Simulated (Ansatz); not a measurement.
# Ge2Se: the cost of one run

Program: Ansatz 0.2.0. Level of theory: DFT PBE, scalar-relativistic, plane waves, PAW. These are calculated values, not measurements.

## Step 1: The structure to begin with

The structure is trigonal, space group R3m (No. 160). Conventional cell: a = 3.250 Å, b = 3.250 Å, c = 18.873 Å, α = 90.00°, β = 90.00°, γ = 120.00°. Around Ge (site symmetry 3m) lie 3 Se at 2.43 Å. Se (site symmetry 3m) is surrounded by 6 Ge at 2.43 Å.

Coordinates:

```
Ge Se
1.0
     1.62478    0.93807    6.29089
    -1.62478    0.93807    6.29089
     0.00000   -1.87613    6.29089
Ge Se
2 1
Cartesian
  0.0000 0.0000 14.1243
  0.0000 0.0000 11.0386
  0.0000 0.0000 0.0000
```

(A quick probe on a coarse mesh, which set the mesh and smearing, is not shown.)

## Step 3: Rough relaxation on the coarse mesh

Input file input.yaml:

```yaml
crystal:
  lattice:
    - [1.6247776217, 0.9380657972, 6.2908930191]
    - [-1.6247776217, 0.9380657972, 6.2908930191]
    - [0.0, -1.8761315945, 6.2908930191]
  atoms:
    - { symbol: Ge, position: [0.7484, 0.7484, 0.7484] }
    - { symbol: Ge, position: [0.5849, 0.5849, 0.5849] }
    - { symbol: Se, position: [0.0, 0.0, 0.0] }
basis:
  ecutwfc: 420
kpoints:
  mp_grid: { grid: [6, 6, 6] }
hamiltonian:
  xc: pbe
scf:
  occupations: { method: gaussian, width: 0.1 }
  lower_state_search: "off"
output:
  forces: true
  stress: true
  eigenvalues: true
relax:
  adjacent_minimum: "off"
  f_tol: 0.04
  max_steps: 70
  cell: { stress_tol: 0.4 }
```

The run is started by

```
> ansatz run input.yaml --threads 1 --pin off --max-ram 2560MiB --backend cpu --events-out ev --progress --plain --runs-dir out
```

Q: Estimate wall time and peak memory on 1 thread of Intel Xeon 6975P-C (Granite Rapids), shared host.

About 30 s, with a peak of 0.38 GiB.
